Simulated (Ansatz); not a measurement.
# H₇MgNOSi₂: basis-set convergence

The task here is to estimate one member of a computed series from the others.

The runs use Ansatz 0.2.0, Gaussian basis; one geometry, several basis sets.

Plan: PBE0-D4/def2-SVP; ωB97M-V/def2-SVP; PBE0-D4/def2-QZVPP; ωB97M-V/def2-QZVPP; the functionals' def2-TZVPP values are taken from earlier runs.

### The geometry

All runs share one geometry, relaxed beforehand with PBE0-D4 in a triple-zeta def2 set.

12 atoms, charge 0, spin multiplicity 1.

Atoms are counted from 1 here; the program's logs count them from 0.

Bond lengths: O1–Mg2 1.755 Å, O1–H6 0.947 Å, Mg2–N3 1.917 Å, N3–Si4 1.710 Å, N3–Si5 1.710 Å, Si4–H7 1.492 Å, Si4–H8 1.491 Å, Si4–H9 1.499 Å, Si5–H10 1.499 Å, Si5–H11 1.492 Å, Si5–H12 1.491 Å. Angles: Mg2–O1–H6 165.3°, O1–Mg2–N3 178.2°, Mg2–N3–Si4 117.1°, Mg2–N3–Si5 117.3°, Si4–N3–Si5 125.6°, N3–Si4–H7 113.6°, N3–Si4–H8 113.6°, N3–Si4–H9 107.2°, H7–Si4–H8 107.2°, H7–Si4–H9 107.4°, H8–Si4–H9 107.4°, N3–Si5–H10 107.3°, N3–Si5–H11 113.5°, N3–Si5–H12 113.6°, H10–Si5–H11 107.4°, H10–Si5–H12 107.5°, H11–Si5–H12 107.2°.

As a file:

```
O    -0.4924    3.3232    0.7644
Mg   -0.2536    1.6328    0.3594
N     0.0476   -0.2189   -0.0368
Si   -1.0098   -1.3518    0.6859
Si    1.3477   -0.5956   -1.0817
H    -0.7720    4.2272    0.7939
H    -1.7899   -2.1534   -0.3008
H    -0.3228   -2.3152    1.5938
H    -1.9921   -0.5772    1.5127
H     1.9922    0.6998   -1.4746
H     0.9243   -1.2829   -2.3359
H     2.3976   -1.4431   -0.4462
```

The first run:

Input file in.yaml:

```yaml
crystal:
  periodic: [false, false, false]
  atoms:
    - {symbol: O, position_ang: [-0.492369, 3.323154, 0.764394]}
    - {symbol: Mg, position_ang: [-0.253578, 1.632810, 0.359350]}
    - {symbol: N, position_ang: [0.047555, -0.218877, -0.036794]}
    - {symbol: Si, position_ang: [-1.009819, -1.351797, 0.685891]}
    - {symbol: Si, position_ang: [1.347667, -0.595591, -1.081681]}
    - {symbol: H, position_ang: [-0.771965, 4.227178, 0.793879]}
    - {symbol: H, position_ang: [-1.789862, -2.153432, -0.300791]}
    - {symbol: H, position_ang: [-0.322846, -2.315227, 1.593774]}
    - {symbol: H, position_ang: [-1.992113, -0.577211, 1.512661]}
    - {symbol: H, position_ang: [1.992226, 0.699807, -1.474604]}
    - {symbol: H, position_ang: [0.924283, -1.282949, -2.335865]}
    - {symbol: H, position_ang: [2.397620, -1.443065, -0.446214]}
basis:
  gaussian: {orbitals: def2-SVP}
hamiltonian: {xc: pbe0, dispersion: d4}
output: {orbitals: {seedname: orbitals}}
```

Run with:

```bash
$ ansatz run in.yaml --threads 4 --pin off --events-out ev --progress --plain --max-ram 10444MiB
```

Steps of the session up to this table: PBE0-D4 in def2-SVP; ωB97M-V in def2-SVP; PBE0-D4 in def2-QZVPP; ωB97M-V in def2-QZVPP.

One table of the session follows, with a row left open; its other results are not shown here.

It belongs to the step «Functionals by basis». 

| functional | basis | HOMO (eV) | LUMO (eV) |
| --- | --- | --- | --- |
| PBE0-D4 | def2-SVP | -7.25 | -1.26 |
| PBE0-D4 | def2-TZVPP | -7.36 | -1.39 |
| PBE0-D4 | def2-QZVPP | -7.37 | -1.41 |
| ωB97M-V | def2-SVP | -9.47 | 0.12 |
| ωB97M-V | def2-TZVPP | ? | ? |
| ωB97M-V | def2-QZVPP | -9.63 | -0.16 |

**Question.** Estimate the row for ωB97M-V, def2-TZVPP.

As computed: HOMO (eV): -9.62; LUMO (eV): -0.02. In the column «HOMO (eV)» it lies between ωB97M-V, def2-QZVPP (-9.63) and ωB97M-V, def2-SVP (-9.47).
